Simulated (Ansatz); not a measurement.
# RhN: the cost of one run

Computed with Ansatz 0.2.0 (DFT LDA+U (U_eff = 6 eV on Rh d, around-mean-field double counting), plane waves, PAW, unless a step's input says otherwise).

2 further runs of the same task are left out: 2 that didn't finish. Runs told in other sessions of the task aren't counted.

## (1) The structure to begin with

Symmetry: P4_2/mmc, No. 131, tetragonal system. Conventional cell: a = 3.575 Å, b = 3.575 Å, c = 4.450 Å, α = 90.00°, β = 90.00°, γ = 90.00°. Rh (site symmetry mmm) is surrounded by 4 N at 2.11 Å. N (site symmetry -4m2) has 4 Rh at 2.11 Å in its first shell of neighbours.

Structure file:

```
CELL_PARAMETERS angstrom
3.57468 3.57468 0.00000
0.00000 7.14936 0.00000
0.00000 0.00000 4.45048
ATOMIC_POSITIONS crystal
Rh 0.00000 0.25000 0.00000
Rh 0.50000 0.75000 0.50000
N 0.00000 0.00000 0.25000
N 0.00000 0.00000 0.75000
Rh 0.00000 0.75000 0.00000
Rh 0.50000 0.25000 0.50000
N 0.00000 0.50000 0.25000
N 0.00000 0.50000 0.75000
```

An earlier series on this cell reached its lowest free state from «canted directions free, 120°», perhaps among other starts.

## (2) Total moment locked, 16.00 μB per cell

Input file input.yaml:

```yaml
crystal:
  lattice:
    - [3.57467766, 3.57467766, 0.0]
    - [0.0, 7.14935532, 0.0]
    - [0.0, 0.0, 4.45048206]
  atoms:
    - { symbol: Rh, position: [0.0, 0.25, 0.0], spin: 4.0 }
    - { symbol: Rh, position: [0.5, 0.75, 0.5], spin: 4.0 }
    - { symbol: "N", position: [0.0, 0.0, 0.25] }
    - { symbol: "N", position: [0.0, 0.0, 0.75] }
    - { symbol: Rh, position: [0.0, 0.75, 0.0], spin: 4.0 }
    - { symbol: Rh, position: [0.5, 0.25, 0.5], spin: 4.0 }
    - { symbol: "N", position: [0.0, 0.5, 0.25] }
    - { symbol: "N", position: [0.0, 0.5, 0.75] }
basis:
  ecutwfc: 420
  ecutrho_ratio: 4
kpoints:
  mp_grid: { grid: [5, 5, 4] }
hamiltonian:
  xc: lda
  hubbard:
    sites:
      - { site: 0, l: d, u_eff: 6.0, starting_ns: [{ spin: up, occupation_matrix: s0up }, { spin: down, occupation_matrix: s0down }] }
      - { site: 1, l: d, u_eff: 6.0, starting_ns: [{ spin: up, occupation_matrix: s1up }, { spin: down, occupation_matrix: s1down }] }
      - { site: 4, l: d, u_eff: 6.0, starting_ns: [{ spin: up, occupation_matrix: s4up }, { spin: down, occupation_matrix: s4down }] }
      - { site: 5, l: d, u_eff: 6.0, starting_ns: [{ spin: up, occupation_matrix: s5up }, { spin: down, occupation_matrix: s5down }] }
    double_counting: amf
    occupation_matrices:
      s0up:
        matrix:
          - [0.97, 0.0, 0.0, 0.0, 0.0]
          - [0.0, 0.97, 0.0, 0.0, 0.0]
          - [0.0, 0.0, 0.97, 0.0, 0.0]
          - [0.0, 0.0, 0.0, 0.97, 0.0]
          - [0.0, 0.0, 0.0, 0.0, 0.97]
      s0down:
        matrix:
          - [0.02, 0.0, 0.0, 0.0, 0.0]
          - [0.0, 0.02, 0.0, 0.0, 0.0]
          - [0.0, 0.0, 0.02, 0.0, 0.0]
          - [0.0, 0.0, 0.0, 0.02, 0.0]
          - [0.0, 0.0, 0.0, 0.0, 0.97]
      s1up:
        matrix:
          - [0.97, 0.0, 0.0, 0.0, 0.0]
          - [0.0, 0.97, 0.0, 0.0, 0.0]
          - [0.0, 0.0, 0.97, 0.0, 0.0]
          - [0.0, 0.0, 0.0, 0.97, 0.0]
          - [0.0, 0.0, 0.0, 0.0, 0.97]
      s1down:
        matrix:
          - [0.02, 0.0, 0.0, 0.0, 0.0]
          - [0.0, 0.02, 0.0, 0.0, 0.0]
          - [0.0, 0.0, 0.02, 0.0, 0.0]
          - [0.0, 0.0, 0.0, 0.02, 0.0]
          - [0.0, 0.0, 0.0, 0.0, 0.97]
      s4up:
        matrix:
          - [0.97, 0.0, 0.0, 0.0, 0.0]
          - [0.0, 0.97, 0.0, 0.0, 0.0]
          - [0.0, 0.0, 0.97, 0.0, 0.0]
          - [0.0, 0.0, 0.0, 0.97, 0.0]
          - [0.0, 0.0, 0.0, 0.0, 0.97]
      s4down:
        matrix:
          - [0.02, 0.0, 0.0, 0.0, 0.0]
          - [0.0, 0.02, 0.0, 0.0, 0.0]
          - [0.0, 0.0, 0.02, 0.0, 0.0]
          - [0.0, 0.0, 0.0, 0.02, 0.0]
          - [0.0, 0.0, 0.0, 0.0, 0.97]
      s5up:
        matrix:
          - [0.97, 0.0, 0.0, 0.0, 0.0]
          - [0.0, 0.97, 0.0, 0.0, 0.0]
          - [0.0, 0.0, 0.97, 0.0, 0.0]
          - [0.0, 0.0, 0.0, 0.97, 0.0]
          - [0.0, 0.0, 0.0, 0.0, 0.97]
      s5down:
        matrix:
          - [0.02, 0.0, 0.0, 0.0, 0.0]
          - [0.0, 0.02, 0.0, 0.0, 0.0]
          - [0.0, 0.0, 0.02, 0.0, 0.0]
          - [0.0, 0.0, 0.0, 0.02, 0.0]
          - [0.0, 0.0, 0.0, 0.0, 0.97]
    ns_hold: { iters: 8 }
scf:
  occupations: { method: gaussian, width: 0.05 }
  lower_state_search: "off"
  max_iter: 150
output:
  forces: true
  stress: true
  eigenvalues: true
  populations: true
  hubbard:
    sites:
      - { site: 0, l: d }
      - { site: 1, l: d }
      - { site: 4, l: d }
      - { site: 5, l: d }
magnetization:
  spin_polarized: true
  initial_magnetization: 16.0
  spin_locking: { lock_magnetization: hard }
```

The typed matrices put 0.97 on the chosen orbitals and 0.02 on the others, and are held for 8 cycles. The lock stays on to the end, so the result is a constrained state unless its moments die out.

Started as:

```
> ansatz run input.yaml --threads 4 --pin off --max-ram 6144MiB --backend cpu --events-out ev --progress --plain --runs-dir out
```

**Question.** How long does this run take on 4 threads of Arm Neoverse N1, shared host, and how much memory does it need?

About 37 s, with a peak of 0.61 GiB.
